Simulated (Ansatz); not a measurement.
Debugging a rigid scan of one bond length of F2H4SiSn, SMILES [F][SnH]([F])[SiH3] (Ansatz 0.2.0, Python API).

The script, `scan_f2h4sisn.py`:
```python
# -*- coding: utf-8 -*-
"""Potential curve of F2H4SiSn along one bond."""

from dataclasses import dataclass
import warnings

import ansatz as az
import matplotlib.pyplot as plt
import numpy as np


@dataclass(frozen=True)
class RunConfig:
    cutoff: str = "def2-SVP"
    xc: str = "B3LYP"


opts = RunConfig()

warnings.simplefilter("ignore", az.DeckWarning)

geometry_ang = [
    ("F", [1.6077, -1.7092, 1.2506]),
    ("Sn", [1.1816, -0.1821, 0.0423]),
    ("F", [1.7967, -0.6027, -1.7536]),
    ("Si", [-1.2207, 0.2362, -0.0414]),
    ("H", [1.9935, 1.2532, 0.611]),
    ("H", [-1.7825, 0.5627, 1.3105]),
    ("H", [-1.945, -0.9815, -0.5256]),
    ("H", [-1.5392, 1.3664, -0.9496]),
]
mol = az.Crystal.molecule()
for symbol, xyz in geometry_ang:
    mol = mol.atom(symbol, xyz)

symbols = [site.symbol for site in mol.cartesian_sites]
start = np.array([site.position_ang for site in mol.cartesian_sites])
axis = (start[2] - start[1]) / np.linalg.norm(start[2] - start[1])
moving = [2]
lengths, energies = [1.711, 1.789, 1.867, 1.944, 2.022, 2.1, 2.178, 2.294], []
for length in lengths:
    xyz = start.copy()
    xyz[moving] += (length - np.linalg.norm(start[2] - start[1])) * axis
    point = az.Crystal.molecule()
    for symbol, place in zip(symbols, xyz):
        point = point.atom(symbol, place.tolist())
    model = point.calculation().basis(opts.cutoff).functional(opts.xc)
    summary = model.run(threads=1, pin="off").report
    energies.append(summary["free_energy_ev"])
    print(f"r = {length:6.3f} A  E = {energies[-1]:.5f} eV  <S^2> = {abs(summary['mean_field']['state']['spin_squared']):.3f}")

# quartic fit about the minimum
fit = np.polynomial.Polynomial.fit(lengths, np.array(energies) - min(energies), 4).convert()
roots = [r.real for r in fit.deriv().roots() if abs(r.imag) < 1e-9 and fit.deriv(2)(r.real) > 0]
r_e = min(roots, key=lambda r: abs(r - lengths[int(np.argmin(energies))]))
print(f"minimum of the fit at {r_e:.4f} A, force constant {fit.deriv(2)(r_e):.2f} eV/A^2")
plt.figure(figsize=(4.5, 3))
plt.plot(lengths, np.array(energies) - min(energies), "o-")
plt.xlabel("bond length (A)")
plt.ylabel("E - E(min) (eV)")
plt.tight_layout()
plt.savefig("scan.png", dpi=100)
```

```console
$ python scan_f2h4sisn.py
Traceback (most recent call last):
  File "scan_f2h4sisn.py", line 47, in <module>
    model = point.calculation().basis(opts.cutoff).functional(opts.xc)
            ~~~~~~~~~~~~~~~~~~~~~~~~~^^^^^^^^^^^^^
  ...
ansatz.errors.InputError: .basis: cutoff (an energy: a number in eV, or e.g. 30 * az.Ry) is a number, got 'def2-SVP'
$ echo $?
1
```
(Library frames cut from the traceback.)

Why does it end like this?

The fault: the basis name must go under gaussian=. The change:

```diff
--- before
+++ after
@@ -13,3 +13,3 @@
 class RunConfig:
-    cutoff: str = "def2-SVP"
+    basis_set: str = "def2-SVP"
     xc: str = "B3LYP"
@@ -46,3 +46,3 @@
         point = point.atom(symbol, place.tolist())
-    model = point.calculation().basis(opts.cutoff).functional(opts.xc)
+    model = point.calculation().basis(gaussian=opts.basis_set).functional(opts.xc)
     summary = model.run(threads=1, pin="off").report
```

After the fix:

```console
$ python scan_f2h4sisn.py
r =  1.711 A  E = -19203.54300 eV  <S^2> = 0.000
r =  1.789 A  E = -19204.14494 eV  <S^2> = 0.000
r =  1.867 A  E = -19204.43948 eV  <S^2> = 0.000
r =  1.944 A  E = -19204.51985 eV  <S^2> = 0.000
r =  2.022 A  E = -19204.45485 eV  <S^2> = 0.000
r =  2.100 A  E = -19204.29083 eV  <S^2> = 0.000
r =  2.178 A  E = -19204.06286 eV  <S^2> = 0.000
r =  2.294 A  E = -19203.65749 eV  <S^2> = 0.000
minimum of the fit at 1.9427 A, force constant 24.56 eV/A^2
```

Caveats:
- Total energies depend on the basis set; only differences at equal settings carry meaning.
- The rest of the molecule is held rigid at a force-field or estimated start geometry, and the basis set is modest; single-reference methods fail as a bond breaks.
- def2 sets replace the cores of elements past krypton by effective core potentials.
- b3lyp holds the VWN-RPA fit, as in Gaussian; the form of ORCA and Turbomole is b3lyp5.
- The orbitals are restricted, so S² is zero by construction.
- Run time: 27 s on 1 thread of Arm Neoverse V1, with other jobs on the host, peak memory 0.27 GiB.
